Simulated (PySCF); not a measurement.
# C5H5FOS: runs on many settings

Aim: see how C5H5FOS (`OCc1ccc(F)s1`) answers to the choice of functional, basis, grid and SCF options.

Computed with PySCF 2.14.0, with density-fitted response routines of our own, on a single molecule in the gas phase. Atoms are numbered from 0 throughout.

## 1. The starting structure

13 atoms, charge 0, multiplicity 1; geometry from: GFN2-xTB.

Bonds of the start (Å): O0–C1 1.41, C1–C2 1.50, C2–C3 1.36, C3–C4 1.41, C4–C5 1.35, C5–F6 1.33, C5–S7 1.73, S7–C2 1.74, O0–H8 0.96, C1–H9 1.10, C1–H10 1.09, C3–H11 1.07, C4–H12 1.07.

## 2. Shielding tensors: PBE/pcSseg-0

The job: settings as JSON, then the geometry in Å.

```
{"job": {"kind": "nmr", "xc": "PBE", "basis": "pcSseg-0", "pop": true, "scf": {"guess": "sap"}}, "charge": 0, "multiplicity": 1}
O     -2.367235     0.819069     0.754187
C     -1.827046    -0.019092    -0.242571
C     -0.330440    -0.055274    -0.215576
C      0.478874    -0.859844     0.521722
C      1.857077    -0.589787     0.354523
C      2.054722     0.430995    -0.512915
F      3.226974     0.936746    -0.895381
S      0.589704     1.090603    -1.149531
H     -2.047652     1.718593     0.617659
H     -2.173046     0.292275    -1.238412
H     -2.221796    -1.015032    -0.027105
H      0.103644    -1.630319     1.169599
H      2.651833    -1.118448     0.846072
```

Method: GIAO PBE/pcSseg-0 NMR shielding, non-relativistic, gas phase.

Launch:

```console
> OMP_NUM_THREADS=1 python probes_run.py task.json out
```

The driver reads the jobs from task.json and runs them one after another.

Standard output:

```text
final grid: 117464 points
cycle   1  E = -738.6381284933  dE =  2.098e+01  |g| = 6.735e+00  |ddm| = 3.469e+01
cycle   2  E = -656.6967478747  dE =  8.194e+01  |g| = 9.559e+00  |ddm| = 6.065e+01
cycle   3  E = -754.3167039500  dE = -9.762e+01  |g| = 5.952e+00  |ddm| = 5.136e+01
cycle   4  E = -763.7859398752  dE = -9.469e+00  |g| = 1.997e+00  |ddm| = 7.625e+00
cycle   5  E = -756.3790595587  dE =  7.407e+00  |g| = 4.811e+00  |ddm| = 7.657e+00
cycle   6  E = -763.6030558816  dE = -7.224e+00  |g| = 2.118e+00  |ddm| = 6.261e+00
cycle   7  E = -764.2890829808  dE = -6.860e-01  |g| = 1.504e+00  |ddm| = 1.451e+00
cycle   8  E = -764.5018227529  dE = -2.127e-01  |g| = 1.116e+00  |ddm| = 1.017e+00
cycle   9  E = -764.8010525172  dE = -2.992e-01  |g| = 5.392e-01  |ddm| = 1.298e+00
cycle  10  E = -764.8623865985  dE = -6.133e-02  |g| = 1.882e-01  |ddm| = 9.201e-01
cycle  11  E = -764.8682336741  dE = -5.847e-03  |g| = 1.015e-01  |ddm| = 2.740e-01
cycle  12  E = -764.8702902540  dE = -2.057e-03  |g| = 5.325e-02  |ddm| = 2.028e-01
cycle  13  E = -764.8710480417  dE = -7.578e-04  |g| = 1.559e-02  |ddm| = 7.926e-02
cycle  14  E = -764.8711123354  dE = -6.429e-05  |g| = 2.917e-03  |ddm| = 2.623e-02
cycle  15  E = -764.8711143593  dE = -2.024e-06  |g| = 5.608e-04  |ddm| = 3.756e-03
cycle  16  E = -764.8711144361  dE = -7.674e-08  |g| = 2.576e-04  |ddm| = 1.130e-03
cycle  17  E = -764.8711144531  dE = -1.698e-08  |g| = 4.981e-05  |ddm| = 3.401e-04
cycle  18  E = -764.8711144532  dE = -1.453e-10  |g| = 5.255e-05  |ddm| = 1.209e-04
cycle  19  E = -764.8711144536  dE = -4.302e-10  |g| = 1.639e-05  |ddm| = 6.680e-05
converged SCF energy = -764.8711144536

GIAO shielding tensors (ppm)
atom      isotropic    diamagn.    paramagn.     s11        s22        s33       span
  0 O      260.135     388.515    -128.380    208.046    259.912    312.447    104.400
  1 C      120.317     236.544    -116.227     90.676    116.803    153.472     62.796
  2 C       48.115     271.812    -223.697    -25.564     52.033    117.876    143.440
  3 C       61.736     255.287    -193.551    -10.173     47.053    148.328    158.501
  4 C       76.239     258.186    -181.947     15.265     65.885    147.566    132.301
  5 C        4.665     268.457    -263.792    -48.347     24.021     38.321     86.668
  6 F      260.876     459.367    -198.491    146.965    215.016    420.646    273.680
  7 S      343.032    1054.843    -711.811    257.476    335.249    436.371    178.896
  8 H       33.564      29.884       3.680     25.757     33.397     41.538     15.781
  9 H       27.895      27.951      -0.056     22.780     28.608     32.298      9.518
 10 H       27.698      27.485       0.213     22.787     28.131     32.176      9.389
 11 H       26.455      30.382      -3.928     23.635     26.441     29.288      5.653
 12 H       27.058      29.161      -2.104     24.181     26.202     30.790      6.609
```

Wall time 26 s (1 thread of Arm Neoverse N1, shared host).

Shifts follow as δ = σ(reference) − σ, with reference shieldings (ppm) from runs at the same level and on the same kind of geometry: 1H TMS 33.13, 13C TMS 191.1, 19F CFCl3 132.9, 17O H2O 336.6. The references are single molecules in the gas phase, so shifts against H2O, NH3, PH3, H3PO4 or CFCl3 are not on the usual liquid scales and can be off by tens of ppm. Atoms listed in one row are averaged.

| atoms | environment | σ (ppm) | δ (ppm) |
| --- | --- | --- | --- |
| C5 | aromatic carbon bearing fluorine | 4.7 | 186.4 |
| C2 | substituted aromatic carbon next to the ring sulfur | 48.1 | 143.0 |
| C3 | aromatic CH | 61.7 | 129.4 |
| C4 | aromatic CH | 76.2 | 114.8 |
| C1 | sp3 CH2 bonded to O, on an aromatic ring | 120.3 | 70.8 |
| H11 | hydrogen on an aromatic CH | 26.45 | 6.67 |
| H12 | hydrogen on an aromatic CH | 27.06 | 6.07 |
| H9, H10 | hydrogen on an sp3 CH2 bonded to O, on an aromatic ring | 27.80 | 5.33 |
| H8 | hydrogen on an alcohol oxygen | 33.56 | -0.44 |
| O0 | alcohol oxygen | 260.1 | 76.5 |
| F6 | aryl fluorine | 260.9 | -128.0 |
| S7 | aromatic ring sulfur | 343 | – |

The run also stored atomic charges by several schemes (e):

| atoms | Mulliken | IAO | Hirshfeld | ESP fit |
| --- | --- | --- | --- | --- |
| O0 | -0.61 | -0.48 | -0.22 | -0.68 |
| C1 | -0.06 | -0.09 | 0.01 | 0.31 |
| C2 | -0.52 | -0.17 | -0.04 | -0.24 |
| C3 | -0.10 | -0.17 | -0.07 | -0.08 |
| C4 | -0.14 | -0.23 | -0.09 | -0.45 |
| C5 | -0.08 | 0.10 | 0.04 | 0.37 |
| F6 | -0.28 | -0.18 | -0.05 | -0.16 |
| S7 | 0.52 | 0.26 | 0.09 | -0.04 |

Mayer bond orders: O0–C1 0.87, C1–C2 0.97, C2–C3 1.57, C3–C4 1.29, C4–C5 1.47, C5–F6 0.91, C5–S7 1.08, S7–C2 1.09.

Ring of atoms C2, C3, C4, C5, S7: NICS(0) -12.7, NICS(1) -10.6, NICS(1)zz -20.0 ppm (means of both faces).

## 3. Nuclear shieldings: PBE0/def2-SVP

Same as in step 2 but for these lines:

```diff
@@ -1,2 +1,2 @@
-{"job": {"kind": "nmr", "xc": "PBE", "basis": "pcSseg-0", "pop": true, "scf": {"guess": "sap"}}, "charge": 0, "multiplicity": 1}
+{"job": {"kind": "nmr", "xc": "PBE0", "basis": "def2-SVP", "pop": true, "grid": 3}, "charge": 0, "multiplicity": 1}
 O     -2.367235     0.819069     0.754187
```

With the program's defaults for keys left out, this is: GIAO PBE0/def2-SVP NMR shielding, non-relativistic, gas phase.

Standard output:

```text
coarse grid: 12328 points
cycle   1  E = -765.6162705301  dE =  1.448e+00  |g| = 7.646e-01  |ddm| = 4.198e+00
cycle   2  E = -765.4770135553  dE =  1.393e-01  |g| = 1.121e+00  |ddm| = 1.817e+00
cycle   3  E = -765.7287962818  dE = -2.518e-01  |g| = 9.891e-02  |ddm| = 1.220e+00
cycle   4  E = -765.7306414122  dE = -1.845e-03  |g| = 6.170e-02  |ddm| = 1.959e-01
cycle   5  E = -765.7315601489  dE = -9.187e-04  |g| = 1.458e-02  |ddm| = 7.817e-02
cycle   6  E = -765.7316073304  dE = -4.718e-05  |g| = 5.137e-03  |ddm| = 2.247e-02
cycle   7  E = -765.7316134103  dE = -6.080e-06  |g| = 1.637e-03  |ddm| = 6.584e-03
final grid: 166856 points
cycle   8  E = -765.8243496630  dE = -2.026e-05  |g| = 9.916e-03  |ddm| = 3.022e-02
cycle   9  E = -765.8243224632  dE =  2.720e-05  |g| = 1.455e-02  |ddm| = 2.490e-02
cycle  10  E = -765.8243728846  dE = -5.042e-05  |g| = 1.371e-03  |ddm| = 1.628e-02
cycle  11  E = -765.8243733403  dE = -4.557e-07  |g| = 3.693e-04  |ddm| = 1.954e-03
cycle  12  E = -765.8243733739  dE = -3.361e-08  |g| = 1.154e-04  |ddm| = 5.234e-04
cycle  13  E = -765.8243733769  dE = -2.991e-09  |g| = 3.250e-05  |ddm| = 1.438e-04
cycle  14  E = -765.8243733771  dE = -2.185e-10  |g| = 1.271e-05  |ddm| = 4.506e-05
converged SCF energy = -765.8243733771

GIAO shielding tensors (ppm)
atom      isotropic    diamagn.    paramagn.     s11        s22        s33       span
  0 O      281.648     384.739    -103.091    242.630    283.553    318.762     76.132
  1 C      136.000     239.694    -103.694    111.118    130.648    166.233     55.115
  2 C       60.139     264.913    -204.775    -13.635     60.540    133.511    147.146
  3 C       74.975     250.983    -176.007      2.208     61.601    161.118    158.910
  4 C       90.807     251.027    -160.220     30.693     80.650    161.076    130.383
  5 C       25.239     258.079    -232.840    -35.307     45.704     65.319    100.627
  6 F      315.974     461.842    -145.868    236.610    295.494    415.817    179.206
  7 S      392.824    1058.030    -665.206    294.792    409.895    473.783    178.991
  8 H       31.941      32.122      -0.180     23.178     31.347     41.299     18.122
  9 H       27.278      28.831      -1.553     22.533     28.006     31.296      8.763
 10 H       27.073      28.597      -1.523     22.571     27.259     31.390      8.820
 11 H       25.083      32.897      -7.814     22.060     24.853     28.337      6.278
 12 H       25.528      30.376      -4.848     22.420     25.140     29.024      6.604
```

Run time: 32 s. Hardware: 1 thread of Arm Neoverse N1, shared host; peak memory 0.73 GiB.

Key values: δ C5 170.9, C2 136.0, C3 121.2, C4 105.4, H11 6.72, H12 6.28 ppm.

## 4. Excited states and response: OPBE/def2-SVP

Same as in step 3 but for these lines:

```diff
@@ -1,2 +1,2 @@
-{"job": {"kind": "nmr", "xc": "PBE0", "basis": "def2-SVP", "pop": true, "grid": 3}, "charge": 0, "multiplicity": 1}
+{"job": {"kind": "uv", "xc": "OPBE", "basis": "def2-SVP", "nstates": 1, "ntriplets": 2, "tda": false, "scf": {"damp": 0.2}}, "charge": 0, "multiplicity": 1}
 O     -2.367235     0.819069     0.754187
```

Level: TDDFT OPBE/def2-SVP, vertical, gas phase, core orbitals frozen in the response.

Standard output:

```text
damping 0.20 in the first 6 cycles
final grid: 117464 points
cycle   1  E = -766.0351240321  dE =  1.230e+00  |g| = 8.375e-01  |ddm| = 4.285e+00
cycle   2  E = -765.9081782203  dE =  1.269e-01  |g| = 1.092e+00  |ddm| = 2.004e+00
cycle   3  E = -765.5902885033  dE =  3.179e-01  |g| = 1.535e+00  |ddm| = 2.791e+00
cycle   4  E = -761.7425707314  dE =  3.848e+00  |g| = 3.473e+00  |ddm| = 8.207e+00
cycle   5  E = -734.6052170002  dE =  2.714e+01  |g| = 7.483e+00  |ddm| = 2.388e+01
cycle   6  E = -614.2595568036  dE =  1.203e+02  |g| = 1.234e+01  |ddm| = 5.817e+01
cycle   7  E = -328.3732405603  dE =  2.859e+02  |g| = 2.091e+01  |ddm| = 6.949e+01
cycle   8  E = -682.7022131899  dE = -3.543e+02  |g| = 1.026e+01  |ddm| = 5.016e+01
cycle   9  E = -741.2617030176  dE = -5.856e+01  |g| = 6.758e+00  |ddm| = 4.217e+01
cycle  10  E = -731.6887021481  dE =  9.573e+00  |g| = 7.287e+00  |ddm| = 3.225e+01
cycle  11  E = -761.5300304752  dE = -2.984e+01  |g| = 3.929e+00  |ddm| = 1.614e+01
cycle  12  E = -763.9459746360  dE = -2.416e+00  |g| = 2.964e+00  |ddm| = 7.422e+00
cycle  13  E = -765.6682840674  dE = -1.722e+00  |g| = 1.391e+00  |ddm| = 4.479e+00
cycle  14  E = -765.8472258530  dE = -1.789e-01  |g| = 1.122e+00  |ddm| = 2.375e+00
cycle  15  E = -766.1266985218  dE = -2.795e-01  |g| = 4.624e-01  |ddm| = 1.463e+00
cycle  16  E = -766.1590112407  dE = -3.231e-02  |g| = 2.697e-01  |ddm| = 6.070e-01
cycle  17  E = -766.1769107812  dE = -1.790e-02  |g| = 9.077e-02  |ddm| = 3.887e-01
cycle  18  E = -766.1789045697  dE = -1.994e-03  |g| = 3.339e-02  |ddm| = 1.582e-01
cycle  19  E = -766.1791329086  dE = -2.283e-04  |g| = 1.234e-02  |ddm| = 4.888e-02
cycle  20  E = -766.1791725258  dE = -3.962e-05  |g| = 2.458e-03  |ddm| = 1.472e-02
cycle  21  E = -766.1791739503  dE = -1.425e-06  |g| = 7.320e-04  |ddm| = 3.152e-03
cycle  22  E = -766.1791740762  dE = -1.258e-07  |g| = 1.714e-04  |ddm| = 1.002e-03
cycle  23  E = -766.1791740813  dE = -5.125e-09  |g| = 9.477e-05  |ddm| = 2.751e-04
cycle  24  E = -766.1791740834  dE = -2.133e-09  |g| = 3.981e-05  |ddm| = 1.550e-04
cycle  25  E = -766.1791740839  dE = -4.095e-10  |g| = 3.885e-06  |ddm| = 5.107e-05
converged SCF energy = -766.1791740839

Static polarisability (au): isotropic 68.003, principal 42.137 74.350 87.521

Singlet excitations
state   eV       nm        f      main configurations
  1   4.9218    251.9   0.02623   H-1->L 0.69, H->L 0.29

Triplet excitations (Tamm-Dancoff, eV): 3.6580 4.7947
```

Run time: 51 s. Hardware: 1 thread of Arm Neoverse N1, shared host.

The orbitals next to the gap, with their largest atomic shares:

| orbital | eV | atoms |
| --- | --- | --- |
| HOMO−3 | -7.91 | O0 50 %, C1 14 %, H10 9 % |
| HOMO−2 | -6.62 | S7 53 %, C4 21 %, C3 21 % |
| HOMO−1 | -6.27 | O0 66 %, C2 8 %, H9 8 % |
| HOMO | -5.62 | C2 27 %, C5 23 %, O0 14 % |
| LUMO | -1.33 | C2 25 %, C5 24 %, S7 18 % |
| LUMO+1 | -0.44 | S7 51 %, C2 16 %, C5 15 % |
| LUMO+2 | 0.44 | C4 32 %, C3 23 %, C5 15 % |

With each of the 1 states as a Gaussian band of 0.4 eV half-width at 1/e, the curve within the window shown has maxima at 251 nm (ε 1,100) L/(mol cm). Beyond the last state computed it falls off for lack of states. The curve at chosen wavelengths:

```csv
nm,ε (L/mol/cm)
237,605
239,704
241,799
243,884
245,956
247,1011
249,1046
251,1061
253,1056
255,1032
257,990
259,935
261,869
262,832
264,756
266,677
268,598
270,522
272,450
274,383
276,322
278,269
280,222
282,181
284,147
286,118
```

Further results of this job:

| property | computed |
| --- | --- |
| dipole moment (D) | 0.36 |
| polarisability (Å³) | 10.08 |
| HOMO–LUMO gap (eV) | 4.29 |
| −ε(HOMO) (eV) | 5.62 |

## 5. Ultraviolet spectrum: X3LYP/def2-SVPD

Same as in step 4 but for these lines:

```diff
@@ -1,2 +1,2 @@
-{"job": {"kind": "uv", "xc": "OPBE", "basis": "def2-SVP", "nstates": 1, "ntriplets": 2, "tda": false, "scf": {"damp": 0.2}}, "charge": 0, "multiplicity": 1}
+{"job": {"kind": "uv", "xc": "X3LYP", "basis": "def2-SVPD", "nstates": 25, "ntriplets": 0, "tda": true, "scf": {"level_shift": 0.2}}, "charge": 0, "multiplicity": 1}
 O     -2.367235     0.819069     0.754187
```

Level: TDA X3LYP/def2-SVPD, vertical, gas phase, core orbitals frozen in the response.

Standard output:

```text
final grid: 117464 points
cycle   1  E = -766.0773031053  dE =  1.436e+00  |g| = 7.985e-01  |ddm| = 6.251e+00
cycle   2  E = -766.0717441587  dE =  5.559e-03  |g| = 8.978e-01  |ddm| = 2.165e+00
cycle   3  E = -766.2092604832  dE = -1.375e-01  |g| = 1.527e-01  |ddm| = 9.316e-01
cycle   4  E = -766.2141483963  dE = -4.888e-03  |g| = 4.117e-02  |ddm| = 3.112e-01
cycle   5  E = -766.2144931525  dE = -3.448e-04  |g| = 7.025e-03  |ddm| = 8.367e-02
cycle   6  E = -766.2145053622  dE = -1.221e-05  |g| = 3.364e-03  |ddm| = 2.293e-02
cycle   7  E = -766.2145078854  dE = -2.523e-06  |g| = 1.259e-03  |ddm| = 9.474e-03
cycle   8  E = -766.2145082771  dE = -3.917e-07  |g| = 3.049e-04  |ddm| = 3.386e-03
cycle   9  E = -766.2145083169  dE = -3.972e-08  |g| = 1.359e-04  |ddm| = 1.288e-03
cycle  10  E = -766.2145083253  dE = -8.417e-09  |g| = 4.538e-05  |ddm| = 6.321e-04
cycle  11  E = -766.2145083265  dE = -1.208e-09  |g| = 2.051e-05  |ddm| = 2.426e-04
cycle  12  E = -766.2145083267  dE = -2.569e-10  |g| = 9.940e-06  |ddm| = 1.031e-04
level shift removed, Fock matrix diagonalised once more
converged SCF energy = -766.2145083267

Static polarisability (au): isotropic 80.617, principal 57.288 86.218 98.345

Singlet excitations
state   eV       nm        f      main configurations
  1   5.1731    239.7   0.01533   H->L+1 0.85, H->L 0.10
  2   5.6497    219.5   0.14738   H->L 0.76
  3   5.8499    211.9   0.01586   H-1->L 0.36, H->L+2 0.34, H-1->L+1 0.12
  4   5.9101    209.8   0.00084   H-1->L+1 0.57, H->L+2 0.33
  5   6.0413    205.2   0.04290   H-1->L 0.30, H-1->L+1 0.22, H->L+2 0.21
  6   6.2559    198.2   0.00358   H-2->L 0.93
  7   6.6071    187.7   0.03483   H->L+3 0.53, H->L+4 0.22
  8   6.6985    185.1   0.00354   H-1->L+2 0.54, H->L+4 0.24, H-2->L+1 0.09
  9   6.7614    183.4   0.01066   H-2->L+1 0.63, H-1->L+2 0.24
 10   6.8049    182.2   0.04148   H->L+6 0.27, H->L+4 0.19, H-2->L+1 0.12
 11   6.9132    179.3   0.01260   H->L+5 0.78
 12   7.0218    176.6   0.00895   H->L+7 0.85
 13   7.2814    170.3   0.07353   H->L+8 0.34, H->L+6 0.24, H->L+4 0.09
 14   7.3623    168.4   0.00983   H-2->L+2 0.77
 15   7.4328    166.8   0.03538   H-1->L+3 0.77
 16   7.5107    165.1   0.01690   H-3->L 0.78, H->L+8 0.08
 17   7.5779    163.6   0.07024   H->L+8 0.27, H-1->L+4 0.20, H-1->L+5 0.17
 18   7.6103    162.9   0.06852   H-1->L+4 0.49, H-1->L+6 0.20
 19   7.7568    159.8   0.02937   H-1->L+5 0.52
 20   7.8609    157.7   0.00950   H-1->L+7 0.40, H->L+9 0.22, H-4->L 0.17
 21   7.9046    156.9   0.00233   H->L+9 0.71, H-1->L+7 0.15
 22   7.9490    156.0   0.02676   H-2->L+3 0.38, H-1->L+6 0.16
 23   8.0180    154.6   0.01504   H-2->L+3 0.43, H-1->L+6 0.10
 24   8.0765    153.5   0.01983   H-4->L 0.39, H-1->L+6 0.19, H-1->L+7 0.14
 25   8.1594    152.0   0.01790   H->L+10 0.83
```

It took 64 s on 1 thread of Arm Neoverse N1, shared host; peak memory 0.84 GiB.

This run: HOMO -6.73 eV, LUMO -0.92 eV; lowest singlet 5.17 eV.

## 6. Shielding tensors: BHandHLYP/MINI

Same as in step 5 but for these lines:

```diff
@@ -1,2 +1,2 @@
-{"job": {"kind": "uv", "xc": "X3LYP", "basis": "def2-SVPD", "nstates": 25, "ntriplets": 0, "tda": true, "scf": {"level_shift": 0.2}}, "charge": 0, "multiplicity": 1}
+{"job": {"kind": "nmr", "xc": "BHandHLYP", "basis": "MINI", "pop": true}, "charge": 0, "multiplicity": 1}
 O     -2.367235     0.819069     0.754187
```

With the program's defaults for keys left out, this is: GIAO BHandHLYP/MINI NMR shielding, non-relativistic, gas phase.

Standard output:

```text
coarse grid: 12328 points
cycle   1  E = -761.6307604191  dE =  1.894e+00  |g| = 5.866e-01  |ddm| = 5.940e+00
cycle   2  E = -761.6900509200  dE = -5.929e-02  |g| = 4.646e-01  |ddm| = 1.679e+00
cycle   3  E = -761.7582781838  dE = -6.823e-02  |g| = 3.874e-02  |ddm| = 7.661e-01
cycle   4  E = -761.7586876909  dE = -4.095e-04  |g| = 2.865e-02  |ddm| = 1.232e-01
cycle   5  E = -761.7589726776  dE = -2.850e-04  |g| = 2.080e-03  |ddm| = 4.987e-02
cycle   6  E = -761.7589751263  dE = -2.449e-06  |g| = 1.169e-03  |ddm| = 7.415e-03
final grid: 117464 points
cycle   7  E = -761.7841173905  dE = -3.377e-06  |g| = 1.503e-03  |ddm| = 9.156e-03
cycle   8  E = -761.7841177330  dE = -3.425e-07  |g| = 1.306e-03  |ddm| = 5.932e-03
cycle   9  E = -761.7841184102  dE = -6.772e-07  |g| = 1.805e-04  |ddm| = 2.738e-03
cycle  10  E = -761.7841184210  dE = -1.077e-08  |g| = 5.982e-05  |ddm| = 3.723e-04
cycle  11  E = -761.7841184229  dE = -1.966e-09  |g| = 1.584e-05  |ddm| = 1.758e-04
cycle  12  E = -761.7841184230  dE = -1.123e-10  |g| = 4.724e-06  |ddm| = 4.130e-05
converged SCF energy = -761.7841184230

GIAO shielding tensors (ppm)
atom      isotropic    diamagn.    paramagn.     s11        s22        s33       span
  0 O      347.465     375.721     -28.256    280.024    345.764    416.608    136.584
  1 C      168.256     236.370     -68.114    148.797    160.040    195.931     47.133
  2 C      109.584     239.964    -130.380     49.462     98.333    180.957    131.495
  3 C      117.060     244.009    -126.949     55.113    104.380    191.685    136.572
  4 C      128.236     247.670    -119.434     67.906    122.016    194.787    126.881
  5 C       84.324     252.014    -167.690     42.464     73.823    136.685     94.221
  6 F      321.493     455.716    -134.222    177.658    264.814    522.008    344.350
  7 S      522.916    1049.215    -526.299    392.497    452.863    723.390    330.893
  8 H       31.153      23.579       7.575     21.738     30.795     40.927     19.189
  9 H       27.036      26.355       0.681     21.114     26.422     33.572     12.457
 10 H       26.271      25.532       0.740     20.467     25.324     33.022     12.555
 11 H       23.440      27.034      -3.594     18.515     23.133     28.671     10.156
 12 H       23.712      28.525      -4.814     18.465     22.785     29.885     11.419
```

It took 7.6 s on 1 thread of Arm Neoverse N1, shared host.

Key values: δ C5 145.7, C2 120.5, C3 113.0, C4 101.8, H11 7.44, H12 7.16 ppm.

## 7. Run by run: NMR shifts

Shifts (ppm) of some atoms, chosen among heavy atoms and hydrogens apart, means over like atoms, with basis size and wall time:

| run | C5 | C2 | C3 | H12 | H9 | O0 | F6 | functions | time |
| --- | --- | --- | --- | --- | --- | --- | --- | --- | --- |
| PBE/pcSseg-0 | 186.4 | 143.0 | 129.4 | 6.07 | 5.33 | 76.5 | -128.0 | 86 | 26 s |
| PBE0/def2-SVP | 170.9 | 136.0 | 121.2 | 6.28 | 4.63 | 63.0 | -107.1 | 141 | 32 s |
| BHandHLYP/MINI | 145.7 | 120.5 | 113.0 | 7.16 | 4.22 | 36.1 | -30.3 | 49 | 7.6 s |

## 8. Comparing the runs: electronic excitations

Excitations and ground-state properties, with basis size and wall time:

| run | lowest singlet (eV) | brightest (eV) | f | gap (eV) | α (Å³) | μ (D) | functions | time |
| --- | --- | --- | --- | --- | --- | --- | --- | --- |
| OPBE/def2-SVP | 4.92 | 4.92 | 0.026 | 4.29 | 10.08 | 0.36 | 141 | 51 s |
| X3LYP/def2-SVPD | 5.17 | 5.65 | 0.147 | 5.81 | 11.95 | 0.64 | 213 | 64 s |

## 9. Results

| quantity | value |
| --- | --- |
| 13C shifts against TMS (PBE/pcSseg-0) | 186.4, 143.0, 129.4, 114.8, 70.8 ppm |
| 1H shifts against TMS (PBE/pcSseg-0, means over atoms taken as alike) | 6.67, 6.07, 5.33, -0.44 ppm |
| 17O shifts against H2O (PBE/pcSseg-0) | 76.5 ppm |
| 19F shifts against CFCl3 (PBE/pcSseg-0) | -128.0 ppm |
| shieldings of S (PBE/pcSseg-0) | S7 343.0 ppm |
| lowest singlet (OPBE/def2-SVP) | 4.92 eV (252 nm), f = 0.026 |
| lowest triplet | 3.66 eV |
| range of the shift of F6 (minimal bases aside) | -128.0 to -107.1 ppm |
| range of the lowest singlet | 4.92 to 5.17 eV |
| property runs in this session | 5, of which 0 failed and 1 gave unsound results |

**Reading.** Single values in the summary come from the first sound run of each kind (PBE/pcSseg-0; OPBE/def2-SVP), which need not be the best level. At PBE/pcSseg-0: Shielding is most anisotropic at F6 (span 274 ppm, paramagnetic term -198 ppm). NICS(1)zz of -20 ppm above the planar ring from C2 marks a diatropic (aromatic) ring current. The lowest singlet, at 4.92 eV, is HOMO−1→LUMO 0.69, HOMO→LUMO 0.29 and is weak. The lowest triplet lies 1.26 eV below the lowest singlet (triplets in Tamm-Dancoff, singlets in full TDDFT). The lowest singlet moves an electron between orbitals on different atoms, a charge-transfer state, which OPBE without long-range exact exchange places too low; its energy and rank are unsure. Leaving out the minimal-basis runs, which are unusable for shieldings: Among the atoms with a shift in every run: Across the 2 runs the shift of F6 moves most, between -128.0 (PBE/pcSseg-0) and -107.1 ppm (PBE0/def2-SVP). The lowest singlet runs from 4.92 eV (OPBE/def2-SVP) to 5.17 eV (X3LYP/def2-SVPD), while the orbital gap spans 4.29 to 5.81 eV. Some runs use the Tamm-Dancoff approximation and others full TDDFT, which shifts states apart from functional and basis. The lowest state need not be the same one in every run. The runs solved for a few states only, so the brightest column depends on that window.
